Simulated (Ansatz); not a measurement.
**C₃H₂ClF₃: how energies converge with the basis set**

An exercise on one series of results from a longer session: the logs are not shown, and one member is left open.

Program: Ansatz 0.2.0, Gaussian basis. Level of theory: one geometry, several basis sets. These are calculated values, not measurements.

Plan: PBE0-D4/def2-SVP; ωB97M-V/def2-SVP; PBE0-D4/def2-QZVPP; ωB97M-V/def2-QZVPP; the functionals' def2-TZVPP values are taken from earlier runs.

## Structure used throughout

An earlier PBE0-D4 in a triple-zeta def2 set relaxation fixed the geometry.

SMILES `F/C(Cl)=C\C(F)F`, 9 atoms, charge 0, spin multiplicity 1.

Atoms are counted from 1 here; the program's logs count them from 0.

Bond lengths: F1–C2 1.323 Å, C2–Cl3 1.701 Å, C2–C4 1.322 Å, C4–C5 1.484 Å, C4–H8 1.081 Å, C5–F6 1.360 Å, C5–F7 1.360 Å, C5–H9 1.092 Å. Angles: F1–C2–Cl3 112.2°, F1–C2–C4 122.8°, Cl3–C2–C4 125.0°, C2–C4–C5 122.6°, C2–C4–H8 119.6°, C5–C4–H8 117.8°, C4–C5–F6 109.8°, C4–C5–F7 109.8°, C4–C5–H9 113.8°, F6–C5–F7 106.6°, F6–C5–H9 108.3°, F7–C5–H9 108.3°.

The first run:

Contents of in.yaml:

```yaml
crystal:
  periodic: [false, false, false]
  atoms:
    - {symbol: F, position_ang: [-1.955585, -0.491948, 0.012695]}
    - {symbol: C, position_ang: [-0.996614, -0.147352, 0.856179]}
    - {symbol: Cl, position_ang: [-1.548805, -0.082193, 2.463776]}
    - {symbol: C, position_ang: [0.240351, 0.111319, 0.468324]}
    - {symbol: C, position_ang: [0.665256, 0.038129, -0.951611]}
    - {symbol: F, position_ang: [1.155269, 1.242632, -1.349079]}
    - {symbol: F, position_ang: [1.680368, -0.856848, -1.083637]}
    - {symbol: H, position_ang: [0.983591, 0.388668, 1.202712]}
    - {symbol: H, position_ang: [-0.135431, -0.248707, -1.636457]}
basis:
  gaussian: {orbitals: def2-SVP}
hamiltonian: {xc: pbe0, dispersion: d4}
output: {orbitals: {seedname: orbitals}}
```

Among the steps run: PBE0-D4 in def2-SVP; ωB97M-V in def2-SVP; PBE0-D4 in def2-QZVPP; ωB97M-V in def2-QZVPP.

One table of the session follows, with a row left open; its other results are not shown here.

It belongs to the step «Density functionals: the series». 

| functional | basis | HOMO (eV) |
| --- | --- | --- |
| PBE0-D4 | def2-SVP | -8.08 |
| PBE0-D4 | def2-TZVPP | ? |
| PBE0-D4 | def2-QZVPP | -8.21 |
| ωB97M-V | def2-SVP | -10.25 |
| ωB97M-V | def2-TZVPP | -10.37 |
| ωB97M-V | def2-QZVPP | -10.42 |

Estimate the missing values for PBE0-D4, def2-TZVPP.

**Answer.** HOMO (eV): -8.17. In the column «HOMO (eV)» it lies between PBE0-D4, def2-QZVPP (-8.21) and PBE0-D4, def2-SVP (-8.08).
